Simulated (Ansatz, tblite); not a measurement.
**In10N9 wurtzite ring sphere (In10N9H26−): a ladder of methods and basis sets**

One table from this session's results is given with a row withheld; the runs are named, their logs left out.

Program: Ansatz 0.2.0, Gaussian basis. Level of theory: as each input shows. These are calculated values, not measurements.

The runs, in order: GFN1-xTB, GFN2-xTB, PBE-D4/def2-SVP, r2SCAN-D4/def2-SVP, PBE-QIDH/def2-SVP, ωB97X-V/def2-SVP, BLYP-D4/def2-SVP, PBE0-D4/def2-TZVP, PBE-D4/def2-TZVP, MP2/def2-SVP, RPA/def2-SVP.

### The structure

The singlet was relaxed beforehand with r2SCAN-D4/def2-SVP.

45 atoms, charge -1, spin multiplicity 1.

Bond lengths: In1–N2 2.277 Å, In1–N5 2.175 Å, In1–H20 1.742 Å, In1–H21 1.748 Å, N2–In7 2.209 Å, N2–H22 1.024 Å, N2–H23 1.024 Å, In3–N4 2.238 Å, In3–N5 2.190 Å, In3–H24 1.751 Å, In3–H25 1.751 Å, N4–In9 2.238 Å, N4–H26 1.025 Å, N4–H27 1.024 Å, N5–In6 2.163 Å, N5–In14 2.131 Å, In6–N8 2.229 Å, In6–N10 2.163 Å and more. Angles: N2–In1–N5 100.1°, N2–In1–H20 102.3°, N2–In1–H21 101.1°, N5–In1–H20 113.0°, N5–In1–H21 110.9°, H20–In1–H21 124.9°, In1–N2–In7 118.9°, In1–N2–H22 108.0°, In1–N2–H23 107.8°, In7–N2–H22 108.2°, In7–N2–H23 108.7°, H22–N2–H23 104.3°, N4–In3–N5 100.6°, N4–In3–H24 105.8°, N4–In3–H25 104.1°, N5–In3–H24 110.5°, N5–In3–H25 110.1°, H24–In3–H25 123.0° and more.

In takes a core potential in the def2 sets. No spin-orbit coupling is included. The ion is computed in the gas phase, without counter-ions or solvent.

PBE0-D4/def2-SVP was run before; its log isn't repeated, and its numbers join the tables.

The first run:

Tight binding, by tblite at 300 K electronic temperature and without a spin-polarisation term:

```python
tblite.interface.Calculator('GFN1-xTB', numbers, positions, charge=-1, uhf=0).singlepoint()
```

Tight binding, by tblite at 300 K electronic temperature and without a spin-polarisation term:

```python
tblite.interface.Calculator('GFN2-xTB', numbers, positions, charge=-1, uhf=0).singlepoint()
```

start.molden holds the orbitals of an earlier run on this state, given as this run's starting guess.

in.yaml

```yaml
crystal:
  periodic: [false, false, false]
  atoms:
    - {symbol: In, position_ang: [0.507484, -3.825337, -0.500911]}
    - {symbol: N, position_ang: [0.541721, -3.674722, 1.770364]}
    - {symbol: In, position_ang: [0.748501, -1.755459, -3.210768]}
    - {symbol: N, position_ang: [-1.109472, -0.641032, -3.772025]}
    - {symbol: N, position_ang: [0.597995, -1.716645, -1.026214]}
    - {symbol: In, position_ang: [-1.203253, -0.694411, -0.402614]}
    - {symbol: In, position_ang: [0.580672, -1.675431, 2.708213]}
    - {symbol: N, position_ang: [-1.088246, -0.627484, 1.822884]}
    - {symbol: In, position_ang: [-1.145559, 1.525427, -3.211405]}
    - {symbol: N, position_ang: [-1.186880, 1.376427, -1.026784]}
    - {symbol: In, position_ang: [-3.057849, 2.353468, -0.501743]}
    - {symbol: In, position_ang: [-1.160003, 1.342104, 2.707675]}
    - {symbol: N, position_ang: [-2.909915, 2.309512, 1.769544]}
    - {symbol: In, position_ang: [2.411221, -0.844461, -0.324604]}
    - {symbol: N, position_ang: [2.259954, -0.649028, 1.850796]}
    - {symbol: N, position_ang: [2.197468, 1.267639, -0.981772]}
    - {symbol: In, position_ang: [0.475696, 2.509899, -0.325493]}
    - {symbol: In, position_ang: [2.479977, 1.431273, 2.560806]}
    - {symbol: N, position_ang: [0.569128, 2.281879, 1.850005]}
    - {symbol: H, position_ang: [-1.054576, -4.535230, -0.801298]}
    - {symbol: H, position_ang: [2.038588, -4.610372, -0.810728]}
    - {symbol: H, position_ang: [-0.270092, -4.183248, 2.133060]}
    - {symbol: H, position_ang: [1.346497, -4.211021, 2.107592]}
    - {symbol: H, position_ang: [0.527164, -3.385148, -3.810274]}
    - {symbol: H, position_ang: [2.049168, -0.711971, -3.743673]}
    - {symbol: H, position_ang: [-1.934867, -1.117464, -3.393526]}
    - {symbol: H, position_ang: [-1.219969, -0.705021, -4.788507]}
    - {symbol: H, position_ang: [-2.676913, -1.544984, -0.805791]}
    - {symbol: H, position_ang: [0.548858, -1.889813, 4.437432]}
    - {symbol: H, position_ang: [-1.936825, -1.116933, 2.134940]}
    - {symbol: H, position_ang: [-2.667811, 2.148175, -3.810742]}
    - {symbol: H, position_ang: [0.408285, 2.129917, -3.744911]}
    - {symbol: H, position_ang: [-4.454121, 1.355899, -0.800925]}
    - {symbol: H, position_ang: [-2.971596, 4.071680, -0.812945]}
    - {symbol: H, position_ang: [-1.361548, 1.422212, 4.436873]}
    - {symbol: H, position_ang: [-3.756774, 1.862196, 2.132756]}
    - {symbol: H, position_ang: [-2.970562, 3.274974, 2.106003]}
    - {symbol: H, position_ang: [3.975239, -1.464269, -0.766563]}
    - {symbol: H, position_ang: [3.102351, -1.110048, 2.218267]}
    - {symbol: H, position_ang: [2.153106, 1.241736, -2.007942]}
    - {symbol: H, position_ang: [3.064056, 1.767738, -0.761089]}
    - {symbol: H, position_ang: [0.721828, 4.174031, -0.767952]}
    - {symbol: H, position_ang: [2.468504, 1.425181, 4.309988]}
    - {symbol: H, position_ang: [3.771732, 2.176140, 1.636836]}
    - {symbol: H, position_ang: [0.591585, 3.242034, 2.217164]}
basis:
  gaussian: {orbitals: def2-SVP, fitting: {mean_field: def2-universal-jkfit}, initial_orbitals: start.molden}
total_charge: -1
hamiltonian: {xc: pbe, dispersion: d4}
scf: {omitted_lower_state_checks: [starts]}
output: {forces: true, orbitals: {seedname: orbitals}}
```

On the command line:

```
> ansatz run in.yaml --threads 2 --pin off --events-out ev --progress --plain --max-ram 31744MiB --backend cuda --devices 0, --max-vram 18GiB
```

Among the steps run: PBE-D4/def2-SVP; r2SCAN-D4/def2-SVP; PBE-QIDH/def2-SVP; ωB97X-V/def2-SVP; BLYP-D4/def2-SVP; PBE0-D4/def2-TZVP; PBE-D4/def2-TZVP; MP2/def2-SVP; RPA/def2-SVP.

One of the session's tables, all rows but one given; the rest of the session is left out.

It belongs to the step «Levels side by side». 

```
             level  HOMO (eV)  LUMO (eV)  gap (eV)
   PBE-D4/def2-SVP      -2.86       0.99      3.86
  PBE-D4/def2-TZVP      -2.97       0.67      3.64
  BLYP-D4/def2-SVP      -2.70       1.11      3.81
r2SCAN-D4/def2-SVP      -3.09       1.20      4.30
  PBE0-D4/def2-SVP      -4.00       1.83      5.83
 PBE0-D4/def2-TZVP          ?          ?         ?
  ωB97X-V/def2-SVP      -6.21       3.74      9.95
```

Q: Estimate the row for PBE0-D4/def2-TZVP from the others.

**Answer.** HOMO (eV): -4.08; LUMO (eV): 1.47; gap (eV): 5.55. In the column «HOMO (eV)» it lies between ωB97X-V/def2-SVP (-6.21) and PBE0-D4/def2-SVP (-4.00).
